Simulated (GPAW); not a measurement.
# Cu3Rh (I4/mmm) in GPAW: reference runs

How does Cu3Rh come out in PBEsol? The cell is run as given.

Everything below comes from runs of GPAW 26.7.0. Logs are shortened: lines on timing, memory, paths and dates and some standing lists are left out, and cuts for length are marked. The log counts tension as positive stress, the text compression.

### Step 1. The structure

Symmetry: I4/mmm, No. 139, tetragonal system. Conventional cell: a = 3.675 Å, b = 3.675 Å, c = 7.201 Å, α = 90.00°, β = 90.00°, γ = 90.00°. Rh (site symmetry 4/mmm) is surrounded by 12 Cu at 2.57 to 2.60 Å. Around Cu (site symmetry 4/mmm) lie 8 Cu at 2.57 Å and 4 Rh at 2.60 Å. Cu (site symmetry -4m2) is surrounded by 4 Rh at 2.57 Å and 8 Cu at 2.57 to 2.60 Å.

The cell comes from a database or a generator and needn't be the stable form of this composition.

### Step 2. Single point, PBEsol

run.py reads:

```python
from ase import Atoms
from ase.dft.bandgap import bandgap
from ase.io import write
from ase.units import Bohr, GPa
from gpaw import GPAW, PW, setup_paths
from gpaw.elf import elf_from_dft_calculation

setup_paths.insert(0, '.')

atoms = Atoms(['Rh', 'Cu', 'Cu', 'Cu'],
              cell=[[-1.8373872, 1.8373872, 3.600628],
                    [1.8373872, -1.8373872, 3.600628],
                    [1.8373872, 1.8373872, -3.600628]],
              scaled_positions=[[0.0, 0.0, 0.0],
                                [0.5, 0.5, 0.0],
                                [0.25, 0.75, 0.5],
                                [0.75, 0.25, 0.5]],
              pbc=True)

calc = GPAW(mode=PW(600),
            xc='PBEsol',
            kpts={'size': (10, 10, 10), 'gamma': True},
            occupations={'name': 'fermi-dirac', 'width': 0.05},
            nbands=44,
            convergence={'density': 1e-05, 'energy': 1e-05},
            maxiter=150,
            txt='gpaw.txt')
atoms.calc = calc
energy = atoms.get_potential_energy()
forces = atoms.get_forces()
stress = atoms.get_stress()
calc.write('gs.gpw')
write('result.traj', atoms)
print(f'Energy: {energy:.6f} eV')
print('Forces (eV/A):')
print(forces.round(4))
print('Stress (GPa):', (stress / GPa).round(3))
print('Fermi level:', round(calc.get_fermi_level(), 4), 'eV')
print(f'Gap: {bandgap(calc)[0]:.4f} eV, direct: {bandgap(calc, direct=True)[0]:.4f} eV')

# fields on the real-space grid
write('density.cube', atoms, data=calc.get_pseudo_density() * Bohr**3)
write('potential.cube', atoms, data=calc.get_electrostatic_potential())
write('elf.cube', atoms, data=elf_from_dft_calculation(calc).data)
```

Potentials or basis: PAW data sets generated in the run's folder for this functional, pw.

Run with:

```
$ gpaw-setup -f PBEsol Cu Rh
$ OMP_NUM_THREADS=1 python run.py
```

gpaw.txt:

```text
__  _  _
 | _ |_)|_||  |
 |__||  | ||/\| - 26.7.0

Input parameters:
  mode=PW(ecut=600.0),
  convergence={'density': 1e-05, 'energy': 1e-05},
  kpts=MonkhorstPack(size=(10, 10, 10), gamma=True),
  maxiter=150,
  nbands=44,
  occupations=Occupations(name='fermi-dirac', width=0.05),
  xc=XC(name='PBEsol')

Diagonalizing LCAO Hamiltonian
Converting LCAO to pw mode

       Cu
        Cu
            Cu

       Rh

Atoms  # Å, Bohr magnetons
|   | symbol |        x |        y |        z |    initial magnetic moments |
|---|--------|----------|----------|----------|-----------------------------|
| 0 |     Rh | 0.000000 | 0.000000 | 0.000000 | ( 0.0000,  0.0000,  0.0000) |
| 1 |     Cu | 0.000000 | 0.000000 | 3.600628 | ( 0.0000,  0.0000,  0.0000) |
| 2 |     Cu | 1.837387 | 0.000000 | 1.800314 | ( 0.0000,  0.0000,  0.0000) |
| 3 |     Cu | 0.000000 | 1.837387 | 1.800314 | ( 0.0000,  0.0000,  0.0000) |

Unit cell  # Å
| periodic |         x |         y |         z |  lengths |     angles |
|----------|-----------|-----------|-----------|----------|------------|
|      yes | -1.837387 |  1.837387 |  3.600628 | 4.440327 | 131.113033 |
|      yes |  1.837387 | -1.837387 |  3.600628 | 4.440327 | 131.113033 |
|      yes |  1.837387 |  1.837387 | -3.600628 | 4.440327 |  71.633554 |

Number of symmetries: 16
Symmetry operations  # r_c * U_cc + t_c -> r_c
|    | kind |            matrix            |
|----|------|------------------------------|
|  0 |  σ   |  1, 1, 1,  0, 0,-1,  0,-1, 0 |
|  1 |  C4  |  1, 1, 1,  0, 0,-1, -1, 0, 0 |
|  2 |  E   |  1, 0, 0,  0, 1, 0,  0, 0, 1 |
|  3 |  σ   |  1, 0, 0,  0, 1, 0, -1,-1,-1 |
|  4 |  σ   |  0, 1, 0,  1, 0, 0,  0, 0, 1 |
|  5 |  C2  |  0, 1, 0,  1, 0, 0, -1,-1,-1 |
|  6 |  C2  |  0, 0, 1, -1,-1,-1,  1, 0, 0 |
|  7 |  S4  |  0, 0, 1, -1,-1,-1,  0, 1, 0 |
|  8 |  C4  |  0, 0,-1,  1, 1, 1,  0,-1, 0 |
|  9 |  σ   |  0, 0,-1,  1, 1, 1, -1, 0, 0 |
| 10 |  σ   |  0,-1, 0, -1, 0, 0,  1, 1, 1 |
| 11 |  C2  |  0,-1, 0, -1, 0, 0,  0, 0,-1 |
| 12 |  C2  | -1, 0, 0,  0,-1, 0,  1, 1, 1 |
| 13 |  i   | -1, 0, 0,  0,-1, 0,  0, 0,-1 |
| 14 |  S4  | -1,-1,-1,  0, 0, 1,  1, 0, 0 |
| 15 |  C2  | -1,-1,-1,  0, 0, 1,  0, 1, 0 |

BZ-sampling:
  Number of BZ points: 1000
  Number of IBZ points: 102

  Monkhorst-Pack size: [10, 10, 10]
  Monkhorst-Pack shift: [0.05, 0.05, 0.05]

K-points  # in reciprocal-cell coordinates
|     |                                coordinates |     weight |
|-----|--------------------------------------------|------------|
|   0 | (  0.00000000,   0.00000000,   0.00000000) | 0.00100000 |
|   1 | (  0.10000000,  -0.10000000,   0.00000000) | 0.00400000 |
|   2 | (  0.10000000,  -0.10000000,   0.10000000) | 0.00400000 |
|   3 | (  0.10000000,   0.00000000,   0.00000000) | 0.00800000 |
|   4 | (  0.10000000,   0.10000000,  -0.10000000) | 0.00200000 |
|   5 | (  0.20000000,  -0.20000000,   0.00000000) | 0.00400000 |
|   6 | (  0.20000000,  -0.20000000,   0.10000000) | 0.00800000 |
|   7 | (  0.20000000,  -0.20000000,   0.20000000) | 0.00400000 |
|   8 | (  0.20000000,  -0.10000000,   0.00000000) | 0.01600000 |
|   9 | (  0.20000000,  -0.10000000,   0.10000000) | 0.00800000 |
| ... |                                            |            |
| 101 | (  0.50000000,   0.50000000,   0.50000000) | 0.00100000 |

Plane wave coefficients: 1654
Cutoff: 600.0 eV

Spin-components: 1 (collinear spins)
Bands:           44
Projectors:      24
Spin-degeneracy: 2
Datatype:        complex128

Parallelization:
  kpt:    1
  domain: 1
  band:   1

Density:
  Valence electrons: 48.0
  Components: 1
  Grid points: [27 27 27]
  Charge: 0.0  # |e|

Potential:
  Grid points: [27 27 27]

species:
  Rh:
    name:    Rhodium
    Z:       45.0
    valence: 15
    core:    30
    charge:  0.0  # [|e|]
    compensation charges:
      type: gauss
      rc: 0.38  # [Å]
      lmax: 2
    cutoffs:
      filter: 2.48  # [Å]
      core: 2.35  # [Å]
    projectors
    | kind |    occ | energy [eV] | rcut [Å] |
    |------|--------|-------------|----------|
    |   5s |  1.000 |      -4.322 |    1.270 |
    |   4p |  6.000 |     -50.387 |    1.381 |
    |   5p |  0.000 |      -0.797 |    1.381 |
    |   4d |  8.000 |      -5.955 |    1.244 |
    |    s |        |      22.889 |    1.270 |
    |    d |        |      21.257 |    1.244 |

    Using partial waves for Rh as LCAO basis

  Cu:
    name:    Copper
    Z:       29.0
    valence: 11
    core:    18
    charge:  0.0  # [|e|]
    compensation charges:
      type: gauss
      rc: 0.33  # [Å]
      lmax: 2
    cutoffs:
      filter: 2.06  # [Å]
      core: 2.43  # [Å]
    projectors
    | kind |    occ | energy [eV] | rcut [Å] |
    |------|--------|-------------|----------|
    |   4s |  1.000 |      -4.607 |    1.164 |
    |   4p |  0.000 |      -0.637 |    1.164 |
    |   3d | 10.000 |      -5.060 |    1.058 |
    |    s |        |      22.604 |    1.164 |
    |    p |        |      26.574 |    1.164 |
    |    d |        |      22.151 |    1.058 |

    Using partial waves for Cu as LCAO basis

Reference energy: -265023.102916  # eV

eigensolver:
  PPCG
  Converge bands: occupied
  niter=2

density mixing:
  MSR1-Mixer
  Pratt-step length: 0.05
  Maximum mixing coefficient: 0.75
  Old densities: 10
  SVD Regularization: 0.005
  Good broyden scale: 1.0
  Trust region scale: 1.0
  Backstep threshold: 4.0
  History deletion threshold: 6.0
  Fourier metric: weight=20.0, sigma=0.015

occupation numbers:
  Fermi-Dirac:
    width: 0.0500  # eV

poisson solver:
  ecut: 4800.0  # eV

xc functional:
  name: PBEsol with 2 nearest neighbor stencil

convergence criteria:
- Maximum integral of absolute [dens]ity change: 1e-05 electrons / valence electron
- Maximum [total energy] change in last 3 cyles: 1e-05 eV / valence electron
- Maximum integral of absolute [eigenst]ate change: 4e-08 eV^2 / valence electron
maximum number of iterations: 150

SCF iterations
|iter     | |      energy | eigst |  dens |
|---------|-|-------------|-------|-------|
|iter:   1| |  -24.877952 | +0.35 |       |
|iter:   2| |  -22.957622 | -1.79 | -0.93 |
|iter:   3| |  -20.791020 | -1.66 | -1.03 |
|iter:   4| |  -20.681775 | -2.93 | -1.59 |
|iter:   5| |  -20.651969 | -3.88 | -1.93 |
|iter:   6| |  -20.615169 | -3.34 | -2.06 |
|iter:   7| |  -20.614192 | -4.83 | -2.75 |
|iter:   8| |  -20.614082 | -4.81 | -2.86 |
|iter:   9| |  -20.614096c| -5.88 | -3.55 |
|iter:  10| |  -20.614092c| -7.65c| -4.21 |
|iter:  11| |  -20.614091c| -7.94c| -4.52 |
|iter:  12| |  -20.614090c| -8.30c| -5.26c|

Converged in 12 steps
Energy contributions relative to reference atoms: (reference = -265023.102916)

Energy contributions:
  Kinetic:         -41.779225
  Coulomb:          32.074836
  Zero:              0.057928
  External:          0.000000
  Xc:              -10.955866
  Entropy:          -0.023527
  Spinorbit:         0.000000
  ----------------------------
  Free energy:     -20.625854
  Extrapolated:    -20.614090

dipole moment: (-9.537394, -9.537394, -2.941696)  # |e|*Ang

Fermi level: 8.720
Eigenvalues  # (at kpt = [0.000, 0.000, 0.000])
| band index |      eig [eV] | occ [0-2] |
|------------|---------------|-----------|
|          0 |       -37.023 |     2.000 |
|        ... |               |           |
|         15 |         6.672 |     2.000 |
|         16 |         6.768 |     2.000 |
|         17 |         6.831 |     2.000 |
|         18 |         7.411 |     2.000 |
|         19 |         7.954 |     2.000 |
|         20 |         8.017 |     2.000 |
|         21 |         8.179 |     2.000 |
|         22 |         8.179 |     2.000 |
|         23 |         8.962 |     0.015 |
|         24 |        11.169 |     0.000 |
|         25 |        15.893 |     0.000 |
|         26 |        15.893 |     0.000 |
|         27 |        16.547 |     0.000 |
|         28 |        16.547 |     0.000 |
|         29 |        16.802 |     0.000 |
|         30 |        17.729 |     0.000 |
|        ... |               |           |
|         43 |        36.235 |     0.000 |

No gap
No difference between direct/indirect transitions

Forces  # eV/Ang
|        x |        y |        z |
|----------|----------|----------|
|  0.00000 |  0.00000 | -0.00000 |  # Rh   0
|  0.00000 |  0.00000 | -0.00000 |  # Cu   1
|  0.00000 | -0.00000 |  0.00000 |  # Cu   2
| -0.00000 |  0.00000 | -0.00000 |  # Cu   3

Stress tensor  # eV/Ang^3
|        x |        y |        z |
|----------|----------|----------|
| 0.001678 | 0.000000 | 0.000000 |
| 0.000000 | 0.001678 | 0.000000 |
| 0.000000 | 0.000000 | 0.004888 |

# Writing to gs.gpw (mode='')
```

It took 3.8 min on 1 thread of Arm Neoverse V2, shared host; peak memory 0.32 GiB.

Results:

```
Free energy            : -20.6259 eV
Pressure               : -0.4 GPa
Band gap on the k mesh : none (metal or under the smearing width)
```

Stress tensor (GPa, compression positive):
```
-0.27  0.00  0.00
 0.00 -0.27  0.00
 0.00  0.00 -0.78
```

Caveat: with this Cu data set, volumes or pressures lay over 1.5 % or 2 GPa off other programs in two to four cells of ten.
